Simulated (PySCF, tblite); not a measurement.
**CH₁₁NSi₃, a small molecule taken as a stand-in for a surface group (C site with back bonds [SiH3], [SiH3], N[SiH3]): NMR shifts, core binding energies and electronic excitations**

What NMR shifts, core binding energies and electronic excitations should one expect for `[SiH3]NC([SiH3])[SiH3]`?

Computed with tblite 0.8.0 and PySCF 2.14.0; each step states its level. No surroundings beyond the atoms listed, unless a continuum is named. Atoms count from 0, parts from 1.

## 1. The system as given

16 atoms, charge 0, multiplicity 1; geometry: distance geometry start.

## 2. Geometry optimisation with GFN2-xTB

What the job is given:

```
{"job": {"kind": "relax", "xc": "GFN2-xTB", "basis": "xTB"}, "charge": 0, "multiplicity": 1}
C      1.135611    -1.046464    -0.232218
Si     0.757278    -2.657270     0.530840
Si     2.770532    -1.140868    -1.094656
N      0.091588    -0.716644    -1.209835
Si    -0.338413     1.046067    -1.362702
H      1.162483    -0.275209     0.491287
H      0.611514    -2.508761     1.933790
H     -0.464558    -3.175489     0.016460
H      1.819913    -3.556132     0.261575
H      3.656742    -0.192105    -0.458887
H      2.613812    -0.768201    -2.451088
H      3.289012    -2.408873    -0.970742
H      0.160342    -1.242678    -2.089162
H     -1.169561     1.219553    -2.482597
H     -1.029962     1.455757    -0.186517
H      0.825375     1.816950    -1.494009
```

Method: GFN2-xTB geometry optimisation, gas phase.

On the command line:

```bash
> OMP_NUM_THREADS=1 python cluster_run.py task.json out
```

One launch serves the whole session: the jobs run in the order shown.

**Question.** The jobs that follow are: PBE0-D3(BJ)/def2-SVP geometry optimisation, gas phase; GIAO PBE0/pcSseg-1 NMR shielding, non-relativistic, gas phase; delta-SCF UKS SCAN, pcX-2 on the ionised atom, pcseg-1 elsewhere, spin-free X2C; TDDFT CAM-B3LYP/def2-SVPD, vertical, gas phase, core orbitals frozen in the response. Predict: point group; rotational constants (main isotopes); ¹³C shifts against TMS (PBE0/pcSseg-1); ¹H shifts against TMS (PBE0/pcSseg-1); ²⁹Si shifts against TMS (PBE0/pcSseg-1); ¹⁵N shifts against NH3 (PBE0/pcSseg-1); potential on the surface of density 0.002 e/bohr³, 1st and 99th percentile; Si2p binding energies, SCAN/pcX-2; C1s binding energies, SCAN/pcX-2; N1s binding energies, SCAN/pcX-2; lowest singlet (CAM-B3LYP/def2-SVPD); brightest single state of those computed; lowest triplet; vertical ionisation energy (ΔSCF).

As calculated:

| quantity | value |
| --- | --- |
| point group | C1 |
| rotational constants (main isotopes) | 2.64, 1.46, 1.01 GHz |
| ¹³C shifts against TMS (PBE0/pcSseg-1) | 21.0 ppm |
| ¹H shifts against TMS (PBE0/pcSseg-1) | 4.75, 4.59, 4.55, 4.13, 4.08, 4.08, 4.07, 3.70, 3.69, 1.96, -0.79 ppm |
| ²⁹Si shifts against TMS (PBE0/pcSseg-1) | -54.7, -63.4, -66.4 ppm |
| ¹⁵N shifts against NH3 (PBE0/pcSseg-1) | 7.9 ppm |
| potential on the surface of density 0.002 e/bohr³, 1st and 99th percentile | -0.29 V and 1.51 V |
| Si2p binding energies, SCAN/pcX-2 | Si4 107.16, Si2 106.79, Si1 106.78 eV |
| C1s binding energies, SCAN/pcX-2 | C0 290.82 eV |
| N1s binding energies, SCAN/pcX-2 | N3 404.50 eV |
| lowest singlet (CAM-B3LYP/def2-SVPD) | 5.40 eV (230 nm), f = 0.000 |
| brightest single state of those computed | state 5, 6.86 eV, f = 0.077 |
| lowest triplet | 5.14 eV |
| vertical ionisation energy (ΔSCF) | 8.38 eV |

**Reading.** The start of the PBE0/def2-SVP relaxation was shaken at random by about 0.01 Å, so part of the energy gained, and of the first lengths quoted, undoes that. Relaxing lowered the energy by 0.180 eV in 11 steps; the close pair that moved most is Si1–H8, from 1.445 to 1.496 Å (PBE0/def2-SVP). No frequency check was run at this level, so the end point may be a saddle. Hydrogens of an XH3 group are listed apart at this fixed geometry; free rotation makes them one line at their mean. At PBE0/pcSseg-1: Shielding is most anisotropic at Si4 (span 120 ppm, paramagnetic term -473 ppm). At SCAN/pcX-2: The Si2p levels kept as sound span 0.38 eV, from Si1 (silicon bonded to C, 3 H) up to Si4 (silicon bonded to N, 3 H). The lowest singlet, at 5.40 eV, is HOMO→LUMO 0.88 and is dark; of the 6 states computed, the strongest absorption comes from state 5 at 6.86 eV. The lowest triplet lies 0.26 eV below the lowest singlet (triplets in Tamm-Dancoff, singlets in full TDDFT). The orbital energy would give 7.85 eV for ionisation, ΔSCF gives 8.38 eV. A capped cluster stands for the solid here, so long-range fields and strain are missing, and bands or shifts of the capping hydrogens have no counterpart in it.
